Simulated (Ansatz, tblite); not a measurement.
**The cluster Na₇S₃+: rung by rung**

The task here is to estimate one member of a computed series from the others.

Method: as each input shows; program: Ansatz 0.2.0, Gaussian basis.

Plan: GFN1-xTB, GFN2-xTB, PBE-D4/def2-TZVP, r2SCAN-D4/def2-TZVP, LDA/def2-TZVP, HF/def2-TZVP, BHLYP-D4/def2-TZVP, PBE-D4/def2-SVP, PBE0-D4/def2-SVP, CCSD(T)/def2-SVP, MP2/def2-TZVP.

2 further runs of the same task are left out: 2 set aside as unsound or not needed.

## The structure

The singlet was relaxed beforehand with r2SCAN-D4/def2-SVP. At that level it is the lowest of the isomers that a small search found.

10 atoms, charge 1, spin multiplicity 1.

Bond lengths: Na1–S10 2.477 Å, Na2–S9 2.606 Å, Na2–S10 2.606 Å, Na3–S8 2.478 Å, Na4–S9 2.477 Å, Na5–S8 2.606 Å, Na5–S10 2.606 Å, Na6–S8 2.759 Å, Na6–S9 2.759 Å, Na6–S10 2.759 Å, Na7–S8 2.606 Å, Na7–S9 2.606 Å. Angles: S9–Na2–S10 111.5°, S8–Na5–S10 111.5°, S8–Na6–S9 102.7°, S8–Na6–S10 102.7°, S9–Na6–S10 102.7°, S8–Na7–S9 111.5°, Na3–S8–Na5 125.8°, Na3–S8–Na6 135.2°, Na3–S8–Na7 125.8°, Na5–S8–Na6 72.8°, Na5–S8–Na7 105.0°, Na6–S8–Na7 72.8°, Na2–S9–Na4 125.8°, Na2–S9–Na6 72.8°, Na2–S9–Na7 104.9°, Na4–S9–Na6 135.1°, Na4–S9–Na7 125.9°, Na6–S9–Na7 72.8° and more.

The ion is computed in the gas phase, without counter-ions or solvent.

PBE0-D4/def2-TZVP was run before; its log isn't repeated, and its numbers join the tables.

The first run:

Tight binding, by tblite at 300 K electronic temperature and without a spin-polarisation term:

```python
tblite.interface.Calculator('GFN1-xTB', numbers, positions, charge=1, uhf=0).singlepoint()
```

Tight binding, by tblite at 300 K electronic temperature and without a spin-polarisation term:

```python
tblite.interface.Calculator('GFN2-xTB', numbers, positions, charge=1, uhf=0).singlepoint()
```

start.molden holds the orbitals of an earlier run on this state, given as this run's starting guess.

in.yaml

```yaml
crystal:
  periodic: [false, false, false]
  atoms:
    - {symbol: Na, position_ang: [2.255142, 1.342719, 4.114874]}
    - {symbol: Na, position_ang: [-1.603841, 0.253593, 2.017849]}
    - {symbol: Na, position_ang: [2.754091, -1.661090, -3.672798]}
    - {symbol: Na, position_ang: [-4.194801, 2.227180, -1.123672]}
    - {symbol: Na, position_ang: [1.833166, -1.666176, 0.758690]}
    - {symbol: Na, position_ang: [0.412787, 0.964654, -0.345123]}
    - {symbol: Na, position_ang: [-1.357852, -1.228543, -1.832411]}
    - {symbol: S, position_ang: [1.246658, -1.259933, -1.747801]}
    - {symbol: S, position_ang: [-2.335501, 0.741878, -0.435124]}
    - {symbol: S, position_ang: [0.990151, 0.285709, 2.265506]}
basis:
  gaussian: {orbitals: def2-TZVP, initial_orbitals: start.molden}
total_charge: 1
hamiltonian: {xc: pbe, dispersion: d4}
scf: {omitted_lower_state_checks: [starts]}
output: {forces: true, orbitals: {seedname: orbitals}}
```

Started as:

```
ansatz run in.yaml --threads 4 --pin off --events-out ev --progress --plain --max-ram 4787MiB
```

Steps of the session up to this table: PBE-D4/def2-TZVP; r2SCAN-D4/def2-TZVP; LDA/def2-TZVP; HF/def2-TZVP; BHLYP-D4/def2-TZVP; PBE-D4/def2-SVP; PBE0-D4/def2-SVP; CCSD(T)/def2-SVP; MP2/def2-TZVP.

One table of the session follows, with a row left open; its other results are not shown here.

| level | HOMO (eV) | LUMO (eV) | gap (eV) |
| --- | --- | --- | --- |
| HF/def2-TZVP | -9.35 | -1.98 | 7.37 |
| LDA/def2-TZVP | -6.43 | -4.09 | 2.34 |
| PBE-D4/def2-SVP | -6.20 | -4.03 | 2.18 |
| PBE-D4/def2-TZVP | -6.28 | -4.08 | 2.20 |
| r2SCAN-D4/def2-TZVP | -6.31 | -3.37 | 2.93 |
| PBE0-D4/def2-SVP | -7.10 | -3.41 | 3.69 |
| PBE0-D4/def2-TZVP | -7.18 | -3.45 | 3.73 |
| BHLYP-D4/def2-TZVP | ? | ? | ? |

**Question.** Estimate the row for BHLYP-D4/def2-TZVP.

The run gave: HOMO (eV): -8.03; LUMO (eV): -3.10; gap (eV): 4.93. In the column «HOMO (eV)» it lies between HF/def2-TZVP (-9.35) and PBE0-D4/def2-TZVP (-7.18).
